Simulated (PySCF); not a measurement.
# Mo: excitation energy in aug-cc-pVTZ-PP with ECP28

Aim: the excitation energy of molybdenum from differences of total energies, at each level of theory, and how far each lands from the tabulated value where there is one.

Method: unrestricted determinants in a Gaussian basis, no spin-orbit coupling in the energies. Code: PySCF 2.14.0.

### 1 What is computed

- Element: molybdenum (Z = 42)
- Basis: aug-cc-pVTZ-PP with ECP28MDF
- Hamiltonian: scalar relativity through the core potential
- State 1: Mo: [Kr] 4d4 5s2, high-spin 5D determinant (an excited configuration)
- Needed too, but not shown: Mo [Kr] 4d5 5s1 (7S)
- Methods: UHF, LDA, PBE, PBE0, r2SCAN, MN15, BHandHLYP, TPSS, BLYP, MP2
- Core shells frozen in the correlated runs: valence: 4s2 4p6 (for Mo)

Outer shells as boxes (Hund's rule):

Mo [Kr] 4d4 5s2
```
[Kr] core
4d [↑ ][↑ ][↑ ][↑ ][  ]
5s [↑↓]
```

The runs were made by one driver on top of PySCF. The scripts below sum up each run's settings (the driver also hands on starting orbitals that pick excited configurations, and frozen orbitals as a list rather than a count), and the logs come from the driver's own runs. The driver starts from symmetry-adapted Hartree-Fock orbitals, holds the occupation by maximum overlap and uses a logarithmic radial grid for functionals, so a plain start would take other cycles.

The integrals over 88 functions and the set-up took 1.4 s of CPU time.

### 2 Mo [Kr] 4d4 5s2

**UHF**

Contents of input.py:

```python
from pyscf import gto, scf, dft, mp, cc
import basis_set_exchange as bse
txt = bse.get_basis("aug-cc-pVTZ-PP", elements=["Mo"], fmt="nwchem", header=False)
cut = txt.index("\nECP")
mol = gto.M(atom="Mo 0 0 0", charge=0, spin=4, symmetry="D2h",
            basis=gto.basis.parse(txt[:cut]),
            ecp={"Mo": gto.basis.parse_ecp(txt[cut:])})
mf = scf.UHF(mol)
mf.irrep_nelec = {'Ag': (3, 2), 'B1g': (1, 0), 'B2g': (1, 0), 'B3g': (1, 0), 'B1u': (1, 1), 'B2u': (1, 1), 'B3u': (1, 1)}
mf.kernel()
```

What it wrote:

```text
damping factor = 0
level_shift factor = 0
DIIS = <class 'pyscf.scf.diis.CDIIS'>
diis_start_cycle = 1
diis_space = 10
diis_damp = 0
SCF conv_tol = 1e-09
SCF conv_tol_grad = None
number electrons alpha = 9  beta = 5
cycle= 1 E= -67.2634573054046  delta_E= -0.00527  |g|= 0.0247  |ddm|= 0.0554
cycle= 2 E= -67.2638376297942  delta_E= -0.00038  |g|= 0.00737  |ddm|= 0.0228
cycle= 3 E= -67.2639922802408  delta_E= -0.000155  |g|= 0.00369  |ddm|= 0.0204
cycle= 4 E= -67.2641096280272  delta_E= -0.000117  |g|= 0.00196  |ddm|= 0.0259
cycle= 5 E= -67.2641476141717  delta_E= -3.8e-05  |g|= 0.000482  |ddm|= 0.0214
cycle= 6 E= -67.2641489124111  delta_E= -1.3e-06  |g|= 8.7e-05  |ddm|= 0.00418
cycle= 7 E= -67.2641489327984  delta_E= -2.04e-08  |g|= 2.15e-05  |ddm|= 0.000517
cycle= 8 E= -67.2641489336537  delta_E= -8.55e-10  |g|= 4.03e-06  |ddm|= 5.92e-05
converged SCF energy = -67.2641489336537  <S^2> = 6.0313775  2S+1 = 5.0125353
```

CPU time 1.9 s on a shared host, the integrals not counted.

Orbital energies by shell (radii are means over both spins):

| shell | electrons | mean orbital energy (eV) | spread (eV) | rms radius (bohr) |
| --- | --- | --- | --- | --- |
| 4s α | 1 | -85.351 | 0 | 1.19 |
| 4s β | 1 | -79.746 | 0 | 1.19 |
| 4p α | 3 | -54.735 | 0.975 | 1.33 |
| 4p β | 3 | -47.368 | 1.342 | 1.33 |
| 4d α | 4 | -12.244 | 1.187 | 1.95 |
| 5s α | 1 | -7.209 | 0 | 3.97 |
| 5s β | 1 | -5.624 | 0 | 3.97 |

⟨S²⟩ = 6.031, ⟨L²⟩ = 6.10.

Energies and moments cover only the electrons outside the core potential.

**LDA**

input.py differs from the last one in:

```diff
@@ -7,3 +7,3 @@
             ecp={"Mo": gto.basis.parse_ecp(txt[cut:])})
-mf = scf.UHF(mol)
+mf = dft.UKS(mol, xc="LDA,VWN")
 mf.irrep_nelec = {'Ag': (3, 2), 'B1g': (1, 0), 'B2g': (1, 0), 'B3g': (1, 0), 'B1u': (1, 1), 'B2u': (1, 1), 'B3u': (1, 1)}
```

What it wrote:

```text
damping factor = 0
level_shift factor = 0
DIIS = <class 'pyscf.scf.diis.CDIIS'>
diis_start_cycle = 1
diis_space = 10
diis_damp = 0
SCF conv_tol = 1e-09
SCF conv_tol_grad = None
number electrons alpha = 9  beta = 5
XC functionals = LDA,VWN
    P. A. M. Dirac.,  Math. Proc. Cambridge Philos. Soc. 26, 376 (1930)
    F. Bloch.,  Z. Phys. 57, 545 (1929)
    S. H. Vosko, L. Wilk, and M. Nusair.,  Can. J. Phys. 58, 1200 (1980)
cycle= 1 E= -67.6523848051664  delta_E= -0.0161  |g|= 0.0479  |ddm|= 0.384
cycle= 2 E= -67.6519912318324  delta_E= 0.000394  |g|= 0.0558  |ddm|= 0.223
cycle= 3 E= -67.6533835136252  delta_E= -0.00139  |g|= 0.0121  |ddm|= 0.122
cycle= 4 E= -67.6534917651649  delta_E= -0.000108  |g|= 0.00279  |ddm|= 0.0397
cycle= 5 E= -67.6534966311987  delta_E= -4.87e-06  |g|= 0.000674  |ddm|= 0.00555
cycle= 6 E= -67.6534968983524  delta_E= -2.67e-07  |g|= 7e-05  |ddm|= 0.000937
cycle= 7 E= -67.6534969024775  delta_E= -4.13e-09  |g|= 6.12e-06  |ddm|= 0.000231
cycle= 8 E= -67.653496902505  delta_E= -2.75e-11  |g|= 6.54e-07  |ddm|= 1.22e-05
converged SCF energy = -67.653496902505  <S^2> = 6.0087133  2S+1 = 5.0034841
```

CPU time 1.6 s on a shared host, the integrals not counted.

**PBE**

input.py differs from the last one in:

```diff
@@ -7,3 +7,3 @@
             ecp={"Mo": gto.basis.parse_ecp(txt[cut:])})
-mf = dft.UKS(mol, xc="LDA,VWN")
+mf = dft.UKS(mol, xc="PBE")
 mf.irrep_nelec = {'Ag': (3, 2), 'B1g': (1, 0), 'B2g': (1, 0), 'B3g': (1, 0), 'B1u': (1, 1), 'B2u': (1, 1), 'B3u': (1, 1)}
```

What it wrote:

```text
damping factor = 0
level_shift factor = 0
DIIS = <class 'pyscf.scf.diis.CDIIS'>
diis_start_cycle = 1
diis_space = 10
diis_damp = 0
SCF conv_tol = 1e-09
SCF conv_tol_grad = None
number electrons alpha = 9  beta = 5
XC functionals = PBE
    J. P. Perdew, K. Burke, and M. Ernzerhof.,  Phys. Rev. Lett. 77, 3865 (1996)
    J. P. Perdew, K. Burke, and M. Ernzerhof.,  Phys. Rev. Lett. 78, 1396 (1997)
    J. P. Perdew, K. Burke, and M. Ernzerhof.,  Phys. Rev. Lett. 77, 3865 (1996)
    J. P. Perdew, K. Burke, and M. Ernzerhof.,  Phys. Rev. Lett. 78, 1396 (1997)
cycle= 1 E= -67.819744831902  delta_E= -0.0147  |g|= 0.0323  |ddm|= 0.411
cycle= 2 E= -67.8210497312519  delta_E= -0.0013  |g|= 0.00976  |ddm|= 0.139
cycle= 3 E= -67.8212558264567  delta_E= -0.000206  |g|= 0.00641  |ddm|= 0.0602
cycle= 4 E= -67.8212965151837  delta_E= -4.07e-05  |g|= 0.00529  |ddm|= 0.0228
cycle= 5 E= -67.8213205536221  delta_E= -2.4e-05  |g|= 0.00126  |ddm|= 0.0239
cycle= 6 E= -67.8213213591705  delta_E= -8.06e-07  |g|= 0.000129  |ddm|= 0.00169
cycle= 7 E= -67.8213213818475  delta_E= -2.27e-08  |g|= 2.16e-05  |ddm|= 0.000818
cycle= 8 E= -67.8213213821458  delta_E= -2.98e-10  |g|= 4.25e-06  |ddm|= 3.47e-05
converged SCF energy = -67.8213213821458  <S^2> = 6.009763  2S+1 = 5.0039037
```

CPU time 2.3 s on a shared host, the integrals not counted.

**PBE0**

input.py differs from the last one in:

```diff
@@ -7,3 +7,3 @@
             ecp={"Mo": gto.basis.parse_ecp(txt[cut:])})
-mf = dft.UKS(mol, xc="PBE")
+mf = dft.UKS(mol, xc="PBE0")
 mf.irrep_nelec = {'Ag': (3, 2), 'B1g': (1, 0), 'B2g': (1, 0), 'B3g': (1, 0), 'B1u': (1, 1), 'B2u': (1, 1), 'B3u': (1, 1)}
```

What it wrote:

```text
damping factor = 0
level_shift factor = 0
DIIS = <class 'pyscf.scf.diis.CDIIS'>
diis_start_cycle = 1
diis_space = 10
diis_damp = 0
SCF conv_tol = 1e-09
SCF conv_tol_grad = None
number electrons alpha = 9  beta = 5
XC functionals = PBE0
    C. Adamo and V. Barone.,  J. Chem. Phys. 110, 6158 (1999)
    M. Ernzerhof and G. E. Scuseria.,  J. Chem. Phys. 110, 5029 (1999)
cycle= 1 E= -67.7993175968842  delta_E= -0.00893  |g|= 0.0215  |ddm|= 0.198
cycle= 2 E= -67.8002308443293  delta_E= -0.000913  |g|= 0.00702  |ddm|= 0.0758
cycle= 3 E= -67.8006663844846  delta_E= -0.000436  |g|= 0.0064  |ddm|= 0.0568
cycle= 4 E= -67.8008790095467  delta_E= -0.000213  |g|= 0.00437  |ddm|= 0.0327
cycle= 5 E= -67.8012542781654  delta_E= -0.000375  |g|= 0.00382  |ddm|= 0.101
cycle= 6 E= -67.8012945470168  delta_E= -4.03e-05  |g|= 0.00119  |ddm|= 0.0308
cycle= 7 E= -67.80129774305  delta_E= -3.2e-06  |g|= 0.000361  |ddm|= 0.00843
cycle= 8 E= -67.8012979796345  delta_E= -2.37e-07  |g|= 0.000134  |ddm|= 0.00348
cycle= 9 E= -67.8012979952429  delta_E= -1.56e-08  |g|= 3.75e-06  |ddm|= 0.000484
cycle= 10 E= -67.8012979952859  delta_E= -4.3e-11  |g|= 1.58e-06  |ddm|= 4.25e-05
converged SCF energy = -67.8012979952859  <S^2> = 6.011993  2S+1 = 5.0047949
```

It used 3.6 s of CPU time after the integrals (shared host).

**r2SCAN**

input.py differs from the last one in:

```diff
@@ -7,3 +7,3 @@
             ecp={"Mo": gto.basis.parse_ecp(txt[cut:])})
-mf = dft.UKS(mol, xc="PBE0")
+mf = dft.UKS(mol, xc="R2SCAN")
 mf.irrep_nelec = {'Ag': (3, 2), 'B1g': (1, 0), 'B2g': (1, 0), 'B3g': (1, 0), 'B1u': (1, 1), 'B2u': (1, 1), 'B3u': (1, 1)}
```

What it wrote:

```text
damping factor = 0
level_shift factor = 0
DIIS = <class 'pyscf.scf.diis.CDIIS'>
diis_start_cycle = 1
diis_space = 10
diis_damp = 0
SCF conv_tol = 1e-09
SCF conv_tol_grad = None
number electrons alpha = 9  beta = 5
XC functionals = R2SCAN
    J. W. Furness, A. D. Kaplan, J. Ning, J. P. Perdew, and J. Sun.,  J. Phys. Chem. Lett. 11, 8208-8215 (2020)
    J. W. Furness, A. D. Kaplan, J. Ning, J. P. Perdew, and J. Sun.,  J. Phys. Chem. Lett. 11, 9248-9248 (2020)
    J. W. Furness, A. D. Kaplan, J. Ning, J. P. Perdew, and J. Sun.,  J. Phys. Chem. Lett. 11, 8208-8215 (2020)
    J. W. Furness, A. D. Kaplan, J. Ning, J. P. Perdew, and J. Sun.,  J. Phys. Chem. Lett. 11, 9248-9248 (2020)
cycle= 1 E= -67.8371644674252  delta_E= -0.011  |g|= 0.0253  |ddm|= 0.28
cycle= 2 E= -67.8383372542276  delta_E= -0.00117  |g|= 0.00961  |ddm|= 0.123
cycle= 3 E= -67.8387569898189  delta_E= -0.00042  |g|= 0.00576  |ddm|= 0.0674
cycle= 4 E= -67.8390128977648  delta_E= -0.000256  |g|= 0.00339  |ddm|= 0.0853
cycle= 5 E= -67.8390317409747  delta_E= -1.88e-05  |g|= 0.00124  |ddm|= 0.0163
cycle= 6 E= -67.8390342990365  delta_E= -2.56e-06  |g|= 0.000465  |ddm|= 0.00594
cycle= 7 E= -67.8390351483508  delta_E= -8.49e-07  |g|= 9.1e-05  |ddm|= 0.00602
cycle= 8 E= -67.8390351569138  delta_E= -8.56e-09  |g|= 8.48e-06  |ddm|= 0.00038
cycle= 9 E= -67.8390351571021  delta_E= -1.88e-10  |g|= 3.26e-06  |ddm|= 9.95e-05
converged SCF energy = -67.8390351571021  <S^2> = 6.0277239  2S+1 = 5.0110773
```

CPU time 6.4 s on a shared host, the integrals not counted.

**MN15**

input.py differs from the last one in:

```diff
@@ -7,3 +7,3 @@
             ecp={"Mo": gto.basis.parse_ecp(txt[cut:])})
-mf = dft.UKS(mol, xc="R2SCAN")
+mf = dft.UKS(mol, xc="MN15")
 mf.irrep_nelec = {'Ag': (3, 2), 'B1g': (1, 0), 'B2g': (1, 0), 'B3g': (1, 0), 'B1u': (1, 1), 'B2u': (1, 1), 'B3u': (1, 1)}
```

What it wrote:

```text
damping factor = 0
level_shift factor = 0
DIIS = <class 'pyscf.scf.diis.CDIIS'>
diis_start_cycle = 1
diis_space = 10
diis_damp = 0
SCF conv_tol = 1e-09
SCF conv_tol_grad = None
number electrons alpha = 9  beta = 5
XC functionals = MN15
    H. S. Yu, X. He, S. L. Li, and D. G. Truhlar.,  Chem. Sci. 7, 5032-5051 (2016)
    H. S. Yu, X. He, S. L. Li, and D. G. Truhlar.,  Chem. Sci. 7, 5032-5051 (2016)
cycle= 1 E= -67.6805059255585  delta_E= -0.0161  |g|= 0.0504  |ddm|= 0.558
cycle= 2 E= -67.6819482801072  delta_E= -0.00144  |g|= 0.0291  |ddm|= 0.184
cycle= 3 E= -67.6825588770611  delta_E= -0.000611  |g|= 0.00764  |ddm|= 0.0673
cycle= 4 E= -67.6830156682015  delta_E= -0.000457  |g|= 0.00625  |ddm|= 0.0518
cycle= 5 E= -67.6835739520475  delta_E= -0.000558  |g|= 0.00483  |ddm|= 0.086
cycle= 6 E= -67.6838830433818  delta_E= -0.000309  |g|= 0.00328  |ddm|= 0.074
cycle= 7 E= -67.6840559949072  delta_E= -0.000173  |g|= 0.0012  |ddm|= 0.0935
cycle= 8 E= -67.6840604178911  delta_E= -4.42e-06  |g|= 0.000275  |ddm|= 0.00841
cycle= 9 E= -67.6840617804217  delta_E= -1.36e-06  |g|= 0.000418  |ddm|= 0.00982
cycle= 10 E= -67.6840619165922  delta_E= -1.36e-07  |g|= 0.000132  |ddm|= 0.000859
cycle= 11 E= -67.6840619308713  delta_E= -1.43e-08  |g|= 3.52e-05  |ddm|= 0.000419
cycle= 12 E= -67.6840619313441  delta_E= -4.73e-10  |g|= 2.93e-05  |ddm|= 0.000157
converged SCF energy = -67.6840619313441  <S^2> = 6.0053397  2S+1 = 5.0021354
```

It used 9.4 s of CPU time after the integrals (shared host).

**BHandHLYP**

input.py differs from the last one in:

```diff
@@ -7,3 +7,3 @@
             ecp={"Mo": gto.basis.parse_ecp(txt[cut:])})
-mf = dft.UKS(mol, xc="MN15")
+mf = dft.UKS(mol, xc="BHANDHLYP")
 mf.irrep_nelec = {'Ag': (3, 2), 'B1g': (1, 0), 'B2g': (1, 0), 'B3g': (1, 0), 'B1u': (1, 1), 'B2u': (1, 1), 'B3u': (1, 1)}
```

What it wrote:

```text
damping factor = 0
level_shift factor = 0
DIIS = <class 'pyscf.scf.diis.CDIIS'>
diis_start_cycle = 1
diis_space = 10
diis_damp = 0
SCF conv_tol = 1e-09
SCF conv_tol_grad = None
number electrons alpha = 9  beta = 5
XC functionals = BHANDHLYP
    A. D. Becke.,  J. Chem. Phys. 98, 1372 (1993)
    Defined through Gaussian implementation.
cycle= 1 E= -67.7257845988559  delta_E= -0.00731  |g|= 0.02  |ddm|= 0.19
cycle= 2 E= -67.7263115154605  delta_E= -0.000527  |g|= 0.00814  |ddm|= 0.0459
cycle= 3 E= -67.7264518365428  delta_E= -0.00014  |g|= 0.00429  |ddm|= 0.0276
cycle= 4 E= -67.7265362802354  delta_E= -8.44e-05  |g|= 0.00248  |ddm|= 0.0188
cycle= 5 E= -67.7266162753329  delta_E= -8e-05  |g|= 0.00122  |ddm|= 0.0306
cycle= 6 E= -67.7266341125269  delta_E= -1.78e-05  |g|= 0.000224  |ddm|= 0.0203
cycle= 7 E= -67.7266343769769  delta_E= -2.64e-07  |g|= 5.82e-05  |ddm|= 0.00254
cycle= 8 E= -67.7266343788615  delta_E= -1.88e-09  |g|= 4.26e-06  |ddm|= 7.3e-05
cycle= 9 E= -67.7266343788974  delta_E= -3.59e-11  |g|= 5.96e-07  |ddm|= 1.82e-05
converged SCF energy = -67.7266343788974  <S^2> = 6.0083073  2S+1 = 5.0033218
```

CPU time 3.2 s on a shared host, the integrals not counted.

**TPSS**

input.py differs from the last one in:

```diff
@@ -7,3 +7,3 @@
             ecp={"Mo": gto.basis.parse_ecp(txt[cut:])})
-mf = dft.UKS(mol, xc="BHANDHLYP")
+mf = dft.UKS(mol, xc="TPSS")
 mf.irrep_nelec = {'Ag': (3, 2), 'B1g': (1, 0), 'B2g': (1, 0), 'B3g': (1, 0), 'B1u': (1, 1), 'B2u': (1, 1), 'B3u': (1, 1)}
```

What it wrote:

```text
damping factor = 0
level_shift factor = 0
DIIS = <class 'pyscf.scf.diis.CDIIS'>
diis_start_cycle = 1
diis_space = 10
diis_damp = 0
SCF conv_tol = 1e-09
SCF conv_tol_grad = None
number electrons alpha = 9  beta = 5
XC functionals = TPSS
    J. Tao, J. P. Perdew, V. N. Staroverov, and G. E. Scuseria.,  Phys. Rev. Lett. 91, 146401 (2003)
    J. P. Perdew, J. Tao, V. N. Staroverov, and G. E. Scuseria.,  J. Chem. Phys. 120, 6898 (2004)
    J. Tao, J. P. Perdew, V. N. Staroverov, and G. E. Scuseria.,  Phys. Rev. Lett. 91, 146401 (2003)
    J. P. Perdew, J. Tao, V. N. Staroverov, and G. E. Scuseria.,  J. Chem. Phys. 120, 6898 (2004)
cycle= 1 E= -67.7885439760904  delta_E= -0.0134  |g|= 0.0308  |ddm|= 0.343
cycle= 2 E= -67.7901684803444  delta_E= -0.00162  |g|= 0.0211  |ddm|= 0.19
cycle= 3 E= -67.7905118628041  delta_E= -0.000343  |g|= 0.00827  |ddm|= 0.0371
cycle= 4 E= -67.7906674020474  delta_E= -0.000156  |g|= 0.00916  |ddm|= 0.0672
cycle= 5 E= -67.7907264569771  delta_E= -5.91e-05  |g|= 0.000938  |ddm|= 0.0299
cycle= 6 E= -67.7907268971917  delta_E= -4.4e-07  |g|= 0.000338  |ddm|= 0.00565
cycle= 7 E= -67.7907271323847  delta_E= -2.35e-07  |g|= 7.25e-05  |ddm|= 0.00277
cycle= 8 E= -67.7907271352451  delta_E= -2.86e-09  |g|= 1.19e-05  |ddm|= 0.0001
cycle= 9 E= -67.7907271353424  delta_E= -9.73e-11  |g|= 3.55e-07  |ddm|= 2.43e-05
converged SCF energy = -67.7907271353424  <S^2> = 6.0110112  2S+1 = 5.0044025
```

CPU time 6.7 s on a shared host, the integrals not counted.

**BLYP**

input.py differs from the last one in:

```diff
@@ -7,3 +7,3 @@
             ecp={"Mo": gto.basis.parse_ecp(txt[cut:])})
-mf = dft.UKS(mol, xc="TPSS")
+mf = dft.UKS(mol, xc="BLYP")
 mf.irrep_nelec = {'Ag': (3, 2), 'B1g': (1, 0), 'B2g': (1, 0), 'B3g': (1, 0), 'B1u': (1, 1), 'B2u': (1, 1), 'B3u': (1, 1)}
```

What it wrote:

```text
damping factor = 0
level_shift factor = 0
DIIS = <class 'pyscf.scf.diis.CDIIS'>
diis_start_cycle = 1
diis_space = 10
diis_damp = 0
SCF conv_tol = 1e-09
SCF conv_tol_grad = None
number electrons alpha = 9  beta = 5
XC functionals = BLYP
    A. D. Becke.,  Phys. Rev. A 38, 3098 (1988)
    C. Lee, W. Yang, and R. G. Parr.,  Phys. Rev. B 37, 785 (1988)
    B. Miehlich, A. Savin, H. Stoll, and H. Preuss.,  Chem. Phys. Lett. 157, 200 (1989)
cycle= 1 E= -67.7821267350617  delta_E= -0.0151  |g|= 0.0316  |ddm|= 0.48
cycle= 2 E= -67.78264799686  delta_E= -0.000521  |g|= 0.0155  |ddm|= 0.0691
cycle= 3 E= -67.7827541016777  delta_E= -0.000106  |g|= 0.0156  |ddm|= 0.0739
cycle= 4 E= -67.782870070717  delta_E= -0.000116  |g|= 0.00373  |ddm|= 0.0145
cycle= 5 E= -67.782885601991  delta_E= -1.55e-05  |g|= 0.000539  |ddm|= 0.0189
cycle= 6 E= -67.782885834253  delta_E= -2.32e-07  |g|= 2.36e-05  |ddm|= 0.00196
cycle= 7 E= -67.7828858350246  delta_E= -7.72e-10  |g|= 8.03e-06  |ddm|= 0.000175
converged SCF energy = -67.7828858350246  <S^2> = 6.0074046  2S+1 = 5.002961
```

CPU time 2.1 s on a shared host, the integrals not counted.

### 3 Mo [Kr] 4d4 5s2, continued

**MP2 (valence)**

Changes to input.py since step 2:

```diff
@@ -7,4 +7,5 @@
             ecp={"Mo": gto.basis.parse_ecp(txt[cut:])})
-mf = dft.UKS(mol, xc="BLYP")
+mf = scf.UHF(mol)
 mf.irrep_nelec = {'Ag': (3, 2), 'B1g': (1, 0), 'B2g': (1, 0), 'B3g': (1, 0), 'B1u': (1, 1), 'B2u': (1, 1), 'B3u': (1, 1)}
 mf.kernel()
+mp.UMP2(mf, frozen=4).kernel()
```

No log was kept for this step.

CPU time 0.74 s on a shared host, the integrals not counted.

With 6 electrons correlated, the MP2 correlation energy is -0.09498 hartree (-0.05146 same spin, -0.04352 opposite spin); the SCS form gives -0.06938. Largest pairs of shells: 4d-5s -0.0394, 4d-4d -0.0355, 5s-5s -0.0201.

Radial density 4πr²ρ of Mo at UHF, the electrons outside the core potential:

| r (bohr) | density | spin density |
| --- | --- | --- |
| 0.0347 | 2.00e-05 | 0.000 |
| 0.0584 | 5.01e-05 | 0.000 |
| 0.0983 | 0.000176 | 0.000 |
| 0.165 | 0.00147 | 0.000 |
| 0.278 | 0.0239 | 0.006 |
| 0.468 | 0.664 | 0.100 |
| 0.787 | 7.37 | 1.000 |
| 1.32 | 9.17 | 2.520 |
| 2.23 | 2.41 | 1.408 |
| 3.74 | 0.712 | 0.153 |
| 6.30 | 0.100 | -0.026 |
| 10.6 | 0.00184 | -0.001 |

### 4 Differences of total energies

Excitation energy: Mo [Kr] 4d5 5s1 (7S) → Mo [Kr] 4d4 5s2 (5D).

| method | value (eV) |
| --- | --- |
| UHF | 2.201 |
| LDA | 1.884 |
| PBE | 2.009 |
| PBE0 | 2.082 |
| r2SCAN | 2.327 |
| MN15 | 1.480 |
| BHandHLYP | 1.438 |
| TPSS | 1.959 |
| BLYP | 1.447 |
| MP2 (valence) | 1.802 |
| SCS-MP2 (valence) | 1.042 |

The differences also use runs on Mo [Kr] 4d5 5s1 (7S), which are not shown here.

### 5 Results

| quantity | value |
| --- | --- |
| excitation energy, Mo → [Kr] 4d4 5s2 | UHF 2.201, MP2 (valence) 1.802 eV |

The methods span 1.285 eV, from SCS-MP2 (valence) (1.042) to r2SCAN (2.327). No reference value is at hand in this session. All values hold for this basis alone; no basis-set limit was taken.
